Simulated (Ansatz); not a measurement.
**SnNH5: small, medium and large basis sets**

An exercise on one series of results from a longer session: the logs are not shown, and one member is left open.

Computed with Ansatz 0.2.0, Gaussian basis. Level: one geometry, several basis sets.

Plan: PBE0-D4/def2-SVP; ωB97M-V/def2-SVP; PBE0-D4/def2-QZVPP; ωB97M-V/def2-QZVPP; the functionals' def2-TZVPP values are taken from earlier runs.

## The geometry

An earlier PBE0-D4 in a triple-zeta def2 set relaxation fixed the geometry. Sn takes the def2 core potential; no spin-orbit term is included.

SMILES `[NH2][SnH3]`, 7 atoms, charge 0, spin multiplicity 1.

Atoms are counted from 1 here; the program's logs count them from 0.

Bond lengths: N1–Sn2 2.032 Å, N1–H3 1.012 Å, N1–H4 1.012 Å, Sn2–H5 1.704 Å, Sn2–H6 1.704 Å, Sn2–H7 1.717 Å. Angles: Sn2–N1–H3 112.9°, Sn2–N1–H4 112.9°, H3–N1–H4 107.1°, N1–Sn2–H5 105.9°, N1–Sn2–H6 105.9°, N1–Sn2–H7 113.4°, H5–Sn2–H6 112.1°, H5–Sn2–H7 109.7°, H6–Sn2–H7 109.7°.

Set-up of the first run:

The input, in.yaml:

```yaml
crystal:
  periodic: [false, false, false]
  atoms:
    - {symbol: N, position_ang: [-0.499637, -1.183300, 0.116576]}
    - {symbol: Sn, position_ang: [0.136845, 0.730376, -0.135610]}
    - {symbol: H, position_ang: [-0.001830, -1.844464, -0.466461]}
    - {symbol: H, position_ang: [-0.413715, -1.504861, 1.072661]}
    - {symbol: H, position_ang: [-0.115787, 1.092762, -1.781747]}
    - {symbol: H, position_ang: [-0.836268, 1.684426, 0.887996]}
    - {symbol: H, position_ang: [1.791692, 0.957062, 0.260883]}
basis:
  gaussian: {orbitals: def2-SVP}
hamiltonian: {xc: pbe0, dispersion: d4}
output: {orbitals: {seedname: orbitals}}
```

Run with:

```sh
ansatz run in.yaml --threads 2 --pin off --events-out ev --progress --plain --max-ram 32768MiB --backend cpu
```

Steps of the session up to this table: PBE0-D4 in def2-SVP; ωB97M-V in def2-SVP; PBE0-D4 in def2-QZVPP; ωB97M-V in def2-QZVPP.

One of the session's tables, all rows but one given; the rest of the session is left out.

It belongs to the step «Density functionals: the series». 

```
functional       basis  HOMO (eV)  LUMO (eV)
   PBE0-D4    def2-SVP      -6.95       0.28
   PBE0-D4  def2-TZVPP      -7.21      -0.18
   PBE0-D4  def2-QZVPP      -7.26      -0.32
   ωB97M-V    def2-SVP      -9.26       1.98
   ωB97M-V  def2-TZVPP      -9.55       1.20
   ωB97M-V  def2-QZVPP          ?          ?
```

Q: Estimate the row for ωB97M-V, def2-QZVPP from the others.

The run gave: HOMO (eV): -9.59; LUMO (eV): 0.89. In the column «HOMO (eV)» it is the lowest.
